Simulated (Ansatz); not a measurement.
# C3H5AlS: how energies converge with the basis set

The task here is to estimate one member of a computed series from the others.

Method: one geometry, several basis sets; program: Ansatz 0.2.0, Gaussian basis.

The runs, in order: PBE0-D4/def2-SVP; ωB97M-V/def2-SVP; PBE0-D4/def2-QZVPP; ωB97M-V/def2-QZVPP; the functionals' def2-TZVPP values are taken from earlier runs.

## Structure used throughout

All runs share one geometry, relaxed beforehand with PBE0-D4 in a triple-zeta def2 set.

10 atoms, charge 0, spin multiplicity 1.

Atoms are counted from 1 here; the program's logs count them from 0.

Bond lengths: C1–C2 1.324 Å, C1–H6 1.085 Å, C1–H7 1.087 Å, C2–S3 1.849 Å, C2–Al4 1.878 Å, S3–Al4 2.140 Å, Al4–C5 1.932 Å, C5–H8 1.092 Å, C5–H9 1.093 Å, C5–H10 1.093 Å. Angles: C2–C1–H6 119.9°, C2–C1–H7 122.9°, H6–C1–H7 117.1°, C1–C2–S3 126.7°, C1–C2–Al4 163.2°, S3–C2–Al4 70.1°, C2–S3–Al4 55.6°, C2–Al4–S3 54.3°, C2–Al4–C5 157.8°, S3–Al4–C5 147.9°, Al4–C5–H8 111.6°, Al4–C5–H9 110.2°, Al4–C5–H10 110.5°, H8–C5–H9 108.3°, H8–C5–H10 108.5°, H9–C5–H10 107.6°.

Set-up of the first run:

File in.yaml:

```yaml
crystal:
  periodic: [false, false, false]
  atoms:
    - {symbol: C, position_ang: [-0.681337, -1.300946, -2.154486]}
    - {symbol: C, position_ang: [-0.232617, -0.961934, -0.955485]}
    - {symbol: S, position_ang: [0.491034, -2.094724, 0.314025]}
    - {symbol: Al, position_ang: [0.249294, 0.016123, 0.573729]}
    - {symbol: C, position_ang: [0.468414, 1.560850, 1.714041]}
    - {symbol: H, position_ang: [-1.086094, -0.541547, -2.816034]}
    - {symbol: H, position_ang: [-0.666872, -2.323130, -2.523433]}
    - {symbol: H, position_ang: [0.199361, 2.483777, 1.196688]}
    - {symbol: H, position_ang: [-0.162602, 1.468236, 2.601915]}
    - {symbol: H, position_ang: [1.504519, 1.642194, 2.051941]}
basis:
  gaussian: {orbitals: def2-SVP}
hamiltonian: {xc: pbe0, dispersion: d4}
output: {orbitals: {seedname: orbitals}}
```

Run with:

```bash
$ ansatz run in.yaml --threads 4 --pin off --events-out ev --progress --plain --max-ram 10444MiB
```

Steps of the session up to this table: PBE0-D4 in def2-SVP; ωB97M-V in def2-SVP; PBE0-D4 in def2-QZVPP; ωB97M-V in def2-QZVPP.

One table of the session follows, with a row left open; its other results are not shown here.

It belongs to the step «Density functionals: the series». 

| functional | basis | HOMO (eV) |
| --- | --- | --- |
| PBE0-D4 | def2-SVP | -6.11 |
| PBE0-D4 | def2-TZVPP | -6.20 |
| PBE0-D4 | def2-QZVPP | -6.23 |
| ωB97M-V | def2-SVP | ? |
| ωB97M-V | def2-TZVPP | -8.26 |
| ωB97M-V | def2-QZVPP | -8.29 |

Q: Estimate the row for ωB97M-V, def2-SVP from the others.

The run gave: HOMO (eV): -8.14. In the column «HOMO (eV)» it lies between ωB97M-V, def2-TZVPP (-8.26) and PBE0-D4, def2-QZVPP (-6.23).
